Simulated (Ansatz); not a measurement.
Consider a frozen displacement of one atom of ScIr, space group Pm-3m (the Python package of Ansatz (0.2.0)).

`run_push.py`
```python
"""Energy and force of ScIr as one atom is pushed off its site."""

from dataclasses import dataclass
import warnings

import ansatz
import numpy as np


@dataclass
class Options:
    filling: str = "fermi_dirac"
    width_ev: float = 0.15
    functional: str = "r2scan"
    scf_tol: float = 1e-08
    cutoff_ev: int = 500


cfg = Options()

warnings.simplefilter("ignore", ansatz.DeckWarning)

structure = (
    ansatz.Lattice.of((3.206, 0.0, 0.0), (0.0, 3.206, 0.0), (0.0, 0.0, 3.206))
    .atom("Sc", (0.5, 0.5, 0.5))
    .atom("Ir", (0.0, 0.0, 0.0))
)

inverse = np.linalg.inv(np.array(structure.lattice.vectors))
home = np.array(structure.sites[0].position)
values = np.linspace(-0.2, 0.2, 5)
energies, pulls = [], []
for shift in values:
    moved = structure.move(0, to=home + shift * inverse[1])
    model = (
        moved.calculation()
        .pseudopotentials("paw")
        .occupations(cfg.filling, width=cfg.width_ev)
        .functional(cfg.functional)
        .scf(tolerance=cfg.scf_tol)
        .kpoints(7)
        .basis(cfg.cutoff_ev)
        .forces()
    )
    data = model.run(threads=1, backend="cpu").report
    energies.append(data["free_energy_ev"])
    pulls.append(data["forces_ev_ang"][0][1])

# the force is minus the slope of the free energy
print("shift (A)   dE (eV)   force along y (eV/A)")
for shift, e, f in zip(values, energies, pulls):
    print(f"{shift:8.3f} {e - energies[2]:10.5f} {f:12.4f}")
print(f"stiffness from energies {2 * np.polyfit(values, energies, 2)[0]:.3f}, from forces {-np.polyfit(values, pulls, 1)[0]:.3f} eV/A^2")
```

How stiff is this displacement, and do energies and forces agree?

The curvature of the energy gives 6.085 eV/Å² and the slope of the force 6.125 eV/Å², a positive curvature.

The output:

```console
$ python run_push.py
shift (A)   dE (eV)   force along y (eV/A)
  -0.200    0.12153       1.2292
  -0.100    0.03010       0.6040
   0.000    0.00000      -0.0000
   0.100    0.03010      -0.6040
   0.200    0.12153      -1.2292
stiffness from energies 6.085, from forces 6.125 eV/A^2
```

What to keep in mind:
- Spin-orbit coupling, which matters for elements this heavy, is left out.
- The starting cell is as deposited in a crystallographic database; the results hold for this polymorph, which needn't be the stable one.
- All periodic images of the atom move with it, so the curvature is one diagonal element of the zone-centre force constants and no normal mode; a positive value doesn't exclude soft modes in which several atoms move.
- Run time: 27 s on 1 thread of Intel(R) Xeon(R) Platinum 8259CL CPU @ 2.50GHz (Skylake/Cascade Lake), on a shared host, peak memory 0.49 GiB.
